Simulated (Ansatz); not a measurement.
**B3LYP/def2-TZVP (core potential) run of SnH3F (SMILES [F][SnH3])**

What is the electronic atomisation energy of SnH3F at B3LYP/def2-TZVP (core potential)? 

The calculation is run with Ansatz 0.2.0.

28 further runs of the same task are left out: 28 set aside as unsound or not needed. Runs told in other sessions of the task aren't counted.

### Step 1. The system as given

The species is SnH3F (5 atoms), meant as a singlet with charge 0. SMILES: `[F][SnH3]`. The shape is that of a PBE0-D4/def2-TZVP optimisation.

Bond lengths: F1–Sn2 1.926 Å, Sn2–H3 1.701 Å, Sn2–H4 1.701 Å, Sn2–H5 1.701 Å. Angles: F1–Sn2–H3 104.7°, F1–Sn2–H4 104.7°, F1–Sn2–H5 104.7°, H3–Sn2–H4 113.8°, H3–Sn2–H5 113.8°, H4–Sn2–H5 113.8°.

### Step 2. The energy at B3LYP/def2-TZVP (core potential)

molecule.yaml reads:

```yaml
crystal:
  periodic: [false, false, false]
  atoms:
    - symbol: F
      position_ang: [-1.285000, 0.718300, 1.005000]
    - symbol: Sn
      position_ang: [0.100400, -0.065900, -0.079000]
    - symbol: H
      position_ang: [-0.528400, -0.054800, -1.659100]
    - symbol: H
      position_ang: [0.318900, -1.626500, 0.560600]
    - symbol: H
      position_ang: [1.444100, 0.955200, 0.131000]
basis:
  gaussian:
    orbitals: def2-TZVP
hamiltonian:
  xc: {name: B3LYP}
accuracy: high
output:
  orbitals: {seedname: orbitals}
```

The run is started by

```
$ ansatz run molecule.yaml --threads 1 --pin off --max-ram 2610MiB --events-out events.jsonl --progress --plain --runs-dir runs
```

What it wrote:

```text
Warning: RAYON_NUM_THREADS=1 ignored (pool sized by the plan → 1); use --threads N
Functional definition: B3LYP
  name "B3LYP"
  parameter a0 = 0.2
  parameter ax = 0.72
  parameter ac = 0.81
  exchange = (1 - a0 - ax)*slater_x + ax*b88_x + a0*exact_x
  correlation = (1 - ac)*vwn_rpa_c + ac*lyp_c
1858 factors; integrals over basis functions are off by at most 4.0e-9 eV
mean field evaluation 1: about -8598.1982 eV, gradient 4.2e1 eV
mean field evaluation 2: about -8588.1622 eV, gradient 9.2e1 eV
mean field evaluation 4: about -8600.7809 eV, gradient 2.0e0 eV
mean field evaluation 8: about -8600.8307 eV, gradient 1.3e-1 eV
mean field evaluation 16: about -8600.8307 eV, gradient 2.8e-6 eV
mean field -8600.83068429 eV, -316.0746977951 hartree, gradient 8.7e-8 eV, S^2 0.000000; 0 other end points of the search recorded, 0 dependent functions left out
reference -8600.83072289 eV, -316.0746992138 hartree; 17, 17 occupied and 82, 82 virtual orbitals, 1858 factors
Total energy: -8600.83072289 eV, -316.0746992138 hartree
```

Run time: 2.7 s. Hardware: 1 thread of AMD EPYC 9R45 (Zen 5), shared host; peak memory 0.3 GiB.

### Step 3. The F atom at the same level

in.yaml reads:

```yaml
crystal:
  periodic: [false, false, false]
  atoms:
    - symbol: F
      position_ang: [0.000000, 0.000000, 0.000000]
basis:
  gaussian:
    orbitals: def2-TZVP
hamiltonian:
  xc: {name: B3LYP}
accuracy: high
magnetization:
  spin_polarized: true
  initial_magnetization: 1
```

Run the same way, it converges to -99.77015 Eh (log not shown).

### Step 4. The H atom

run.yaml reads:

```yaml
crystal:
  periodic: [false, false, false]
  atoms:
    - {symbol: H, position_ang: [0.000000, 0.000000, 0.000000]}
basis:
  gaussian: {orbitals: def2-TZVP}
magnetization: {spin_polarized: true, initial_magnetization: 1}
hamiltonian: {xc: {name: B3LYP}}
accuracy: high
```

The run is started by

```
$ ansatz run run.yaml --threads 1 --pin off --max-ram 2610MiB --events-out events.jsonl --progress --plain --runs-dir runs
```

What it wrote:

```text
Warning: RAYON_NUM_THREADS=1 ignored (pool sized by the plan → 1); use --threads N
Functional definition: B3LYP
  name "B3LYP"
  parameter a0 = 0.2
  parameter ax = 0.72
  parameter ac = 0.81
  exchange = (1 - a0 - ax)*slater_x + ax*b88_x + a0*exact_x
  correlation = (1 - ac)*vwn_rpa_c + ac*lyp_c
21 factors; integrals over basis functions are off by at most 9.8e-8 eV
mean field evaluation 1: about -13.6647 eV, gradient 1.2e-1 eV
mean field evaluation 2: about -13.6641 eV, gradient 1.1e-1 eV
mean field evaluation 4: about -13.6643 eV, gradient 4.3e-4 eV
mean field evaluation 8: about -13.6643 eV, gradient 3.5e-10 eV
mean field -13.66428989 eV, -0.5021533915 hartree, gradient 1.2e-8 eV, S^2 0.750000; 0 other end points of the search recorded, 0 dependent functions left out
reference -13.66431255 eV, -0.5021542241 hartree; 1, 0 occupied and 5, 6 virtual orbitals, 21 factors
Total energy: -13.66431255 eV, -0.5021542241 hartree
```

Run time: 0.08 s. Hardware: 1 thread of AMD EPYC 9R45 (Zen 5), shared host.

### Step 5. The Sn atom at the same level

molecule.yaml reads:

```yaml
crystal:
  periodic: [false, false, false]
  atoms:
    - {symbol: Sn, position_ang: [0.000000, 0.000000, 0.000000]}
basis:
  gaussian:
    orbitals: def2-TZVP
magnetization:
  spin_polarized: true
  initial_magnetization: 2
hamiltonian:
  xc: {name: B3LYP}
accuracy: high
```

Run the same way, it converges to -214.32749 Eh (log not shown).

### Step 6. Summary of results

At B3LYP/def2-TZVP (core potential):

| quantity | value |
| --- | --- |
| molecule: total energy | -316.07470 Eh |
| molecule: HOMO energy | -9.17 eV |
| molecule: LUMO energy | -1.09 eV |
| molecule: HOMO–LUMO gap | 8.08 eV |
| F atom: total energy | -99.77015 Eh |
| F atom: ⟨S²⟩ | 0.752 |
| H atom: total energy | -0.50215 Eh |
| H atom: ⟨S²⟩ | 0.750 |
| Sn atom: total energy | -214.32749 Eh |
| Sn atom: ⟨S²⟩ | 2.002 |
| electronic atomisation energy | 12.806 eV |

Taking the molecule apart into free atoms costs 12.81 eV (1236 kJ/mol), before zero-point energy and without spin-orbit coupling.
